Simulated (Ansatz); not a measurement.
# GdN: the cost of one run

Program: Ansatz 0.2.0. Level of theory: DFT r²SCAN, scalar-relativistic, plane waves, PAW. These are calculated values, not measurements.

## (1) The system as given

The structure is cubic, space group Fm-3m (No. 225). Conventional cell: a = 4.973 Å, b = 4.973 Å, c = 4.973 Å, α = 90.00°, β = 90.00°, γ = 90.00°. Gd (site symmetry m-3m) has 6 N at 2.49 Å as nearest neighbours. N (site symmetry m-3m) is surrounded by 6 Gd at 2.49 Å.

Coordinates:

```xyz
2
Lattice="0.0000 2.4866 2.4866 2.4866 0.0000 2.4866 2.4866 2.4866 0.0000" Properties=species:S:1:pos:R:3 pbc="T T T"
Gd    0.0000    0.0000    0.0000
N     2.4866    2.4866    2.4866
```

An earlier run at r²SCAN left this cell at 15.375 Å³/atom and 0.05 GPa (12×12×12 mesh).

Volume factors to run: 0.980, 1.020, 0.960, 1.040.

## (2) Volume × 0.980

Input file input.yaml:

```yaml
crystal:
  lattice:
    - [0.0, 2.4698904433, 2.4698904433]
    - [2.4698904433, 0.0, 2.4698904433]
    - [2.4698904433, 2.4698904433, 0.0]
  atoms:
    - { symbol: Gd, position: [0.0, 0.0, 0.0], spin: 7.62 }
    - { symbol: "N", position: [0.5, 0.5, 0.5] }
basis:
  ecutwfc: 500
  ecutrho_ratio: 4
kpoints:
  mp_grid: { grid: [12, 12, 12] }
hamiltonian:
  xc: r2scan
scf:
  occupations: { method: gaussian, width: 0.05 }
output:
  forces: true
  stress: true
  eigenvalues: true
  populations: true
magnetization:
  spin_polarized: true
```

On the command line:

```console
> ansatz run input.yaml --threads 2 --pin off --max-ram 5120MiB --backend cpu --events-out ev --progress --plain --runs-dir out
```

What time and memory should one allow on 2 threads of Intel Xeon at 2.70GHz, shared host?

About 12 s, with a peak of 0.54 GiB.
